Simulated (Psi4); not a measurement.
**triplet GeTe: levels of theory compared**

Wanted: a comparison of 5 runs (U-r2SCAN/def2-TZVP, U-revPBE/def2-TZVP, UBLYP/def2-TZVP, UM06-2X/def2-TZVP, UPBE0/def2-TZVP) of triplet GeTe. 

The calculation is run with Psi4 1.11.

2 further runs of the same task are left out: 2 that didn't finish.

**1. The structure to begin with**

The species is GeTe (2 atoms), meant as a triplet with charge 0. SMILES of the parent species: `[Ge][Te]`. The bond length is the one measured for the parent species. That shape belongs to the parent species and isn't relaxed for this state.

Bond lengths: Ge1–Te2 2.340 Å.

**2. A single-point energy at U-r2SCAN/def2-TZVP (core potential) (run 1)**

calc.inp

```
memory 1.6 GB

molecule geom {
  0 3
  Ge
  Te 1 2.340165
  symmetry c1
  no_reorient
  no_com
}

set {
  basis                def2-TZVP
  reference            uks
  puream               true
  e_convergence        1e-09
  d_convergence        1e-08
  scf_type             pk
  dft_radial_points    99
  dft_spherical_points 590
  maxiter              100
}

energy("r2scan")
```

Run with:

```
psi4 -n 1 calc.inp calc.out
```

calc.out:

```text
[...]
    !!!  WARNING: ECP capability is in beta. Please check occupations closely.  !!!
[...]
  Running in c1 symmetry.
[...]
  Nuclear repulsion =  173.666428561473225
[...]
  Multiplicity = 3
[...]
  Nalpha       = 29
  Nbeta        = 27
[...]
    Number of basis functions: 98
[...]
   @UKS iter   1: -2343.37118093395793   -3.25927e+00   3.17231e-02 DIIS/ADIIS
[...]
   @UKS iter  38: -2345.07132805675656   -3.18323e-12   3.43032e-09 DIIS
[...]
   @S^2 Observed:                2.012508834E+00
[...]
    Orbital Energies [Eh]
    ---------------------
    Alpha Occupied:
       1A   -398.151252     2A    -49.589178     3A    -44.080171
       4A    -44.079207     5A    -44.078061     6A     -6.228097
       7A     -6.154593     8A     -4.362220     9A     -4.352453
      10A     -4.351412    11A     -4.309838    12A     -4.303485
      13A     -4.303364    14A     -1.562837    15A     -1.560193
      16A     -1.558577    17A     -1.551406    18A     -1.550263
      19A     -1.120816    20A     -1.119049    21A     -1.118737
      22A     -1.115802    23A     -1.115066    24A     -0.637034
      25A     -0.435153    26A     -0.291032    27A     -0.256819
      28A     -0.247390    29A     -0.148427
    Alpha Virtual:
[...]
  @UKS Final Energy: -2345.07132805675656
   => Energetics <=
    Nuclear Repulsion Energy =            173.6664285614732250
    One-Electron Energy =               -3708.6899302363653987
    Two-Electron Energy =                1289.8939381354248326
    DFT Exchange-Correlation Energy =     -99.9417645172893288
    Empirical Dispersion Energy =           0.0000000000000000
    VV10 Nonlocal Energy =                  0.0000000000000000
    Total Energy =                      -2345.0713280567565562
[...]
 Multipole Moments:
 ------------------------------------------------------------------------------------
     Multipole            Electronic (a.u.)      Nuclear  (a.u.)        Total (a.u.)
 ------------------------------------------------------------------------------------
 L = 1.  Multiply by 2.5417464519 to convert [e a0] to [Debye]
 Dipole X            :         -0.0000000            0.0000000           -0.0000000
 Dipole Y            :          0.0000001            0.0000000            0.0000001
 Dipole Z            :         52.0234343          -51.6995702            0.3238641
 Magnitude           :                                                    0.3238641
[...]
```

It took 38 s on 1 thread of Intel Xeon Platinum 8488C (Sapphire Rapids), shared host; peak memory 0.71 GiB.

**3. Energy and forces at U-revPBE/def2-TZVP (core potential) (run 2)**

input.json

```json
{
 "schema_name": "qcschema_input",
 "schema_version": 1,
 "molecule": {
  "schema_name": "qcschema_molecule",
  "schema_version": 2,
  "symbols": ["Ge", "Te"],
  "geometry": [0.0, 0.0, 0.0, 0.0, 0.0, 4.42227094],
  "molecular_charge": 0,
  "molecular_multiplicity": 3,
  "fix_symmetry": "c1"
 },
 "driver": "gradient",
 "model": {
  "method": "revpbe",
  "basis": "def2-TZVP"
 },
 "keywords": {
  "reference": "uks",
  "puream": true,
  "e_convergence": 1e-09,
  "d_convergence": 1e-08,
  "scf_type": "pk",
  "dft_radial_points": 99,
  "dft_spherical_points": 590,
  "maxiter": 100
 }
}
```

Run with:

```
psi4 --qcschema input.json -n 1 --memory 1600MB
```

stdout:

```text
[...]
    !!!  WARNING: ECP capability is in beta. Please check occupations closely.  !!!
[...]
  Running in c1 symmetry.
[...]
  Nuclear repulsion =  173.666428497933708
[...]
  Multiplicity = 3
[...]
  Nalpha       = 29
  Nbeta        = 27
[...]
    Number of basis functions: 98
[...]
   @UKS iter   1: -2343.09121521338875   -2.88477e+00   3.20219e-02 DIIS/ADIIS
[...]
   @UKS iter  19: -2344.86402897256266   -2.27374e-12   3.61521e-09 DIIS
[...]
   @S^2 Observed:                2.006365129E+00
[...]
    Orbital Energies [Eh]
    ---------------------
    Alpha Occupied:
       1A   -397.083343     2A    -49.167232     3A    -43.773811
       4A    -43.772127     5A    -43.771416     6A     -6.064005
       7A     -5.970005     8A     -4.242476     9A     -4.232843
      10A     -4.231829    11A     -4.187194    12A     -4.180833
      13A     -4.180560    14A     -1.523717    15A     -1.521240
      16A     -1.519700    17A     -1.512610    18A     -1.511517
      19A     -1.089602    20A     -1.087652    21A     -1.087578
      22A     -1.084116    23A     -1.083443    24A     -0.608184
      25A     -0.415627    26A     -0.270746    27A     -0.244610
      28A     -0.236058    29A     -0.135536
    Alpha Virtual:
[...]
  @UKS Final Energy: -2344.86402897256266
   => Energetics <=
    Nuclear Repulsion Energy =            173.6664284979337083
    One-Electron Energy =               -3708.1449568529787939
    Two-Electron Energy =                1289.3071425616835768
    DFT Exchange-Correlation Energy =     -99.6926431792013261
    Empirical Dispersion Energy =           0.0000000000000000
    VV10 Nonlocal Energy =                  0.0000000000000000
    Total Energy =                      -2344.8640289725626644
[...]
 Multipole Moments:
 ------------------------------------------------------------------------------------
     Multipole            Electronic (a.u.)      Nuclear  (a.u.)        Total (a.u.)
 ------------------------------------------------------------------------------------
 L = 1.  Multiply by 2.5417464519 to convert [e a0] to [Debye]
 Dipole X            :         -0.0000002            0.0000000           -0.0000002
 Dipole Y            :          0.0000003            0.0000000            0.0000003
 Dipole Z            :         51.9880893          -51.6995702            0.2885191
 Magnitude           :                                                    0.2885191
[...]
  -Total Gradient:
     Atom            X                  Y                   Z
    ------   -----------------  -----------------  -----------------
       1        0.000000000505     0.000000000624     0.078951765766
       2       -0.000000000506    -0.000000000623    -0.078926777986
[...]
```

The result, in JSON:

```text
{
 "driver": "gradient",
 "model": {
  "method": "revpbe",
  "basis": "def2-TZVP"
 },
 "success": true,
 "return_result": [5.051236918904077e-10, 6.240792638712505e-10, 0.07895176576583347, -5.063768663507466e-10, -6.230533754304483e-10, -0.07892677798573629],
 "properties": {
  "calcinfo_nbasis": 98,
  "calcinfo_nmo": 98,
  "calcinfo_nalpha": 29,
  "calcinfo_nbeta": 27,
  "calcinfo_natom": 2,
  "nuclear_repulsion_energy": 173.6664284979337,
  "return_energy": -2344.8640289725627,
  "return_gradient": [5.051236918904077e-10, 6.240792638712505e-10, 0.07895176576583347, -5.063768663507466e-10, -6.230533754304483e-10, -0.07892677798573629],
  "scf_one_electron_energy": -3708.144956852979,
  "scf_two_electron_energy": 1289.3071425616836,
  "scf_xc_energy": -99.69264317920133,
  "scf_dipole_moment": [-2.3025352611354812e-07, 2.648812659139869e-07, 0.2885190907153472],
  "scf_total_energy": -2344.8640289725627,
  "scf_total_gradient": [5.051236918904077e-10, 6.240792638712505e-10, 0.07895176576583347, -5.063768663507466e-10, -6.230533754304483e-10, -0.07892677798573629],
  "scf_iterations": 19
 }
}
```

It took 21 s on 1 thread of Intel Xeon Platinum 8488C (Sapphire Rapids), shared host; peak memory 0.66 GiB.

Run 3 isn't shown in full; the table further down has it.

**4. The energy at UM06-2X/def2-TZVP (core potential) (run 4)**

run_ase.py

```python
import numpy as np
from ase.calculators.psi4 import Psi4
from ase import Atoms

a = Atoms(['Ge', 'Te'], positions=[
    [0.000000, 0.000000, 0.000000],
    [0.000000, 0.000000, 2.340165],
])
calc = Psi4(atoms=a, method='m06-2x', basis='def2-TZVP', memory='1600MB', num_threads=1, charge=0, multiplicity=3, label='calc', reference='uks')
calc.psi4.set_options({'puream': True, 'e_convergence': 1e-09, 'd_convergence': 1e-08, 'scf_type': 'pk', 'dft_radial_points': 99, 'dft_spherical_points': 590, 'maxiter': 100})
a.calc = calc

print(f'energy: {a.get_potential_energy():.6f} eV')
```

Run with:

```
python run_ase.py
```

calc.dat:

```text
[...]
    !!!  WARNING: ECP capability is in beta. Please check occupations closely.  !!!
[...]
  Running in c1 symmetry.
[...]
  Nuclear repulsion =  173.666428561473225
[...]
  Multiplicity = 3
[...]
  Nalpha       = 29
  Nbeta        = 27
[...]
    Number of basis functions: 98
[...]
   @UKS iter   1: -2343.31884005490565   -4.09971e+00   3.05533e-02 DIIS/ADIIS
[...]
   @UKS iter  31: -2344.89510372265886   -1.00044e-11   6.77806e-09 DIIS
[...]
   @S^2 Observed:                2.012938558E+00
[...]
    Orbital Energies [Eh]
    ---------------------
    Alpha Occupied:
       1A   -401.028365     2A    -50.539089     3A    -45.063553
       4A    -45.062448     5A    -45.060853     6A     -6.527109
       7A     -6.505921     8A     -4.672022     9A     -4.665402
      10A     -4.663949    11A     -4.637342    12A     -4.625010
      13A     -4.620197    14A     -1.757574    15A     -1.754876
      16A     -1.750050    17A     -1.740594    18A     -1.739433
      19A     -1.408566    20A     -1.405876    21A     -1.404705
      22A     -1.398584    23A     -1.397371    24A     -0.748095
      25A     -0.516799    26A     -0.349964    27A     -0.328837
      28A     -0.310380    29A     -0.192939
    Alpha Virtual:
[...]
  @UKS Final Energy: -2344.89510372265886
   => Energetics <=
    Nuclear Repulsion Energy =            173.6664285614732250
    One-Electron Energy =               -3708.6920520453513745
    Two-Electron Energy =                1237.4382201542764506
    DFT Exchange-Correlation Energy =     -47.3077003930569617
    Empirical Dispersion Energy =           0.0000000000000000
    VV10 Nonlocal Energy =                  0.0000000000000000
    Total Energy =                      -2344.8951037226584049
[...]
 Multipole Moments:
 ------------------------------------------------------------------------------------
     Multipole            Electronic (a.u.)      Nuclear  (a.u.)        Total (a.u.)
 ------------------------------------------------------------------------------------
 L = 1.  Multiply by 2.5417464519 to convert [e a0] to [Debye]
 Dipole X            :          0.0000230            0.0000000            0.0000230
 Dipole Y            :          0.0000009            0.0000000            0.0000009
 Dipole Z            :         51.7916408          -51.6995702            0.0920706
 Magnitude           :                                                    0.0920706
[...]
```

The script printed:

```text
energy: -63807.845854 eV
```

Wall time 30 s (1 thread of Intel Xeon Platinum 8488C (Sapphire Rapids), shared host); peak memory 0.75 GiB.

**5. Energy and forces at UPBE0/def2-TZVP (core potential) (run 5)**

gete.inp

```
memory 1600 MB

molecule {
  0 3
  Ge     0.000000     0.000000     0.000000
  Te     0.000000     0.000000     2.340165
  units angstrom
  symmetry c1
  no_reorient
  no_com
}

set basis def2-TZVP
set reference uks
set puream true
set e_convergence 1e-09
set d_convergence 1e-08
set scf_type pk
set dft_radial_points 99
set dft_spherical_points 590
set maxiter 100

gradient('pbe0')
print_variables()
```

Run with:

```
psi4 -n 1 gete.inp gete.out
```

gete.out:

```text
[...]
    !!!  WARNING: ECP capability is in beta. Please check occupations closely.  !!!
[...]
  Running in c1 symmetry.
[...]
  Nuclear repulsion =  173.666428561473225
[...]
  Multiplicity = 3
[...]
  Nalpha       = 29
  Nbeta        = 27
[...]
    Number of basis functions: 98
[...]
   @UKS iter   1: -2343.15096019183238   -3.50962e+00   3.07907e-02 ADIIS/DIIS
[...]
   @UKS iter  18: -2344.72648815886760   -3.91083e-11   8.79013e-09 DIIS
[...]
   @S^2 Observed:                2.008223115E+00
[...]
    Orbital Energies [Eh]
    ---------------------
    Alpha Occupied:
       1A   -399.101543     2A    -49.918751     3A    -44.400493
       4A    -44.399503     5A    -44.398280     6A     -6.340158
       7A     -6.285499     8A     -4.468086     9A     -4.457477
      10A     -4.456130    11A     -4.442878    12A     -4.438181
      13A     -4.436830    14A     -1.643540    15A     -1.641082
      16A     -1.639124    17A     -1.631836    18A     -1.630696
      19A     -1.237724    20A     -1.235727    21A     -1.235609
      22A     -1.231960    23A     -1.231171    24A     -0.682611
      25A     -0.472709    26A     -0.317834    27A     -0.281938
      28A     -0.274908    29A     -0.173693
    Alpha Virtual:
[...]
  @UKS Final Energy: -2344.72648815886760
   => Energetics <=
    Nuclear Repulsion Energy =            173.6664285614732250
    One-Electron Energy =               -3708.6217725134829379
    Two-Electron Energy =                1265.5258040536577937
    DFT Exchange-Correlation Energy =     -75.2969482605156060
    Empirical Dispersion Energy =           0.0000000000000000
    VV10 Nonlocal Energy =                  0.0000000000000000
    Total Energy =                      -2344.7264881588675962
[...]
 Multipole Moments:
 ------------------------------------------------------------------------------------
     Multipole            Electronic (a.u.)      Nuclear  (a.u.)        Total (a.u.)
 ------------------------------------------------------------------------------------
 L = 1.  Multiply by 2.5417464519 to convert [e a0] to [Debye]
 Dipole X            :         -0.0000048            0.0000000           -0.0000048
 Dipole Y            :         -0.0000022            0.0000000           -0.0000022
 Dipole Z            :       -105.8821398          106.1345025            0.2523627
 Magnitude           :                                                    0.2523627
[...]
  -Total Gradient:
     Atom            X                  Y                   Z
    ------   -----------------  -----------------  -----------------
       1        0.000000024119     0.000000011497     0.071550354162
       2       -0.000000024093    -0.000000011481    -0.071533902610
[...]
```

It took 21 s on 1 thread of Intel Xeon Platinum 8488C (Sapphire Rapids), shared host; peak memory 0.67 GiB.

**6. All runs side by side**

| run | level | task | energy (Eh) | dipole moment (D) | HOMO energy (eV) | ⟨S²⟩ | wall time |
| --- | --- | --- | --- | --- | --- | --- | --- |
| 1 | U-r2SCAN/def2-TZVP (core potential) | energy | -2345.071328 | 0.82 | -4.04 | 2.013 | 38 s |
| 2 | U-revPBE/def2-TZVP (core potential) | gradient | -2344.864029 | 0.73 | -3.69 | 2.006 | 21 s |
| 3 | UBLYP/def2-TZVP (core potential) | gradient | -2344.988815 | 0.68 | -3.43 | 2.004 | 24 s |
| 4 | UM06-2X/def2-TZVP (core potential) | energy | -2344.895104 | 0.23 | -5.25 | 2.013 | 30 s |
| 5 | UPBE0/def2-TZVP (core potential) | gradient | -2344.726488 | 0.64 | -4.73 | 2.008 | 21 s |

**7. Outcome**

```
                                 quantity           value
                      run 5: total energy  -2344.72649 Eh
                     run 5: dipole moment          0.64 D
run 5: HOMO energy (highest over α and β)        -4.73 eV
                              run 5: ⟨S²⟩           2.008
          run 5: largest force on an atom      3.679 eV/Å
```

**Reading.** The dipole moment (its size) runs from 0.23 D (UM06-2X/def2-TZVP) to 0.82 D (U-r2SCAN/def2-TZVP). Totals of different functionals can't be ranked against each other. All runs together took 2.2 min, the longest 38 s.

Huber and Herzberg's tables give the ground state of this molecule as 1Σ+; the runs here treat another spin state.
